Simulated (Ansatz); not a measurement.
The system is GaGe.

```
Ge Ga
1.0
     0.00000    2.89784    2.89784
     2.89784    0.00000    2.89784
     2.89784    2.89784    0.00000
Ge Ga
1 1
Cartesian
  0.0000 0.0000 0.0000
  1.4489 1.4489 1.4489
```

The cell comes from a database or a generator and needn't be the stable form of this composition.

```yaml
Program: Ansatz 0.2.0
Task: single point
Functional: PBEsol
Potentials_or_basis: all-electron LAPW, scalar-relativistic
Cutoff: 301 eV (chosen from the basis error)
Basis_error_allowed: 0.001 eV/atom
k_mesh: 8 × 8 × 8
Occupations: fermi-dirac, width 0.05 eV
Spin: no spin polarisation
```

On this cell: pressure -2.4 GPa; largest force zero by symmetry; band gap on the k mesh none (metal or under the smearing width).

The same run follows on a disturbed copy (atoms moved at random, drawn with an rms of 0.05 Å):

```xyz
2
Lattice="0.0000 2.8978 2.8978 2.8978 0.0000 2.8978 2.8978 2.8978 0.0000" Properties=species:S:1:pos:R:3 pbc="T T T"
Ge    0.0437    0.0525   -0.0507
Ga    1.4805    1.4612    1.4101
```

Task: What changes?

Result: The energy (extrapolated to zero smearing) moves by +2.1 meV/atom; pressure -2.3 GPa; largest force 0.200 eV/Å; band gap on the k mesh none (metal or under the smearing width).

Forces on the atoms (eV/Å):
```
Ge  -0.048 -0.189  0.047
Ga   0.048  0.189 -0.047
```

Stress tensor (GPa, compression positive):
```
-2.31 -0.27  1.00
-0.27 -2.43  0.28
 1.00  0.28 -2.31
```
